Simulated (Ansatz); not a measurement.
**TaH3 (septet): the correlation ladder, def2-QZVPP**

The task here is to estimate one member of a computed series from the others.

The runs use Ansatz 0.2.0, Gaussian basis; def2-QZVPP, core rule «outside noble gas», up to 4 orbitals frozen.

The runs, in order: UHF; ROHF; CCSD(T) on UHF.

### What is computed

The geometry is a PBE0/def2-TZVP stationary point (not a proven minimum) of the parent state, kept for this charge and spin. No spin-orbit coupling is included. Elements past krypton take def2 core potentials.

4 atoms, charge 0, spin multiplicity 7.

Atoms are counted from 1 here; the program's logs count them from 0.

Bond lengths: Ta1–H2 2.075 Å, Ta1–H3 2.075 Å, Ta1–H4 1.813 Å, H2–H3 0.801 Å. Angles: H2–Ta1–H3 22.3°, H2–Ta1–H4 168.9°, H3–Ta1–H4 168.9°, Ta1–H2–H3 78.9°, Ta1–H3–H2 78.9°.

Set-up of the first run:

Contents of in.yaml:

```yaml
crystal:
  periodic: [false, false, false]
  atoms:
    - {symbol: Ta, position_ang: [0.000000, 0.000000, 0.012372]}
    - {symbol: H, position_ang: [0.000000, -0.400716, -2.023105]}
    - {symbol: H, position_ang: [0.000000, 0.400716, -2.023105]}
    - {symbol: H, position_ang: [0.000000, 0.000000, 1.825162]}
basis:
  gaussian: {orbitals: "def2-QZVPP.json"}
magnetization: {spin_polarized: true, initial_magnetization: 6}
hamiltonian: {xc: hf}
output: {orbitals: {seedname: orbitals}}
```

Command:

```sh
ansatz run in.yaml --threads 1 --pin off --events-out ev --progress --plain --max-ram 4096MiB --backend cpu
```

Steps of the session up to this table: UHF; ROHF; CCSD(T) on UHF.

One table of the session follows, with a row left open; its other results are not shown here.

It belongs to the step «Misses and costs». 

```
  method  from UCCSD(T) (kcal/mol)
    ROHF                         ?
     UHF                    +82.67
    UMP2                    +13.43
   UCCSD                     +2.61
UCCSD(T)                         0
```

**Question.** Estimate the row for ROHF.

As computed: from UCCSD(T) (kcal/mol): +86.22. In the column «from UCCSD(T) (kcal/mol)» it is the highest.
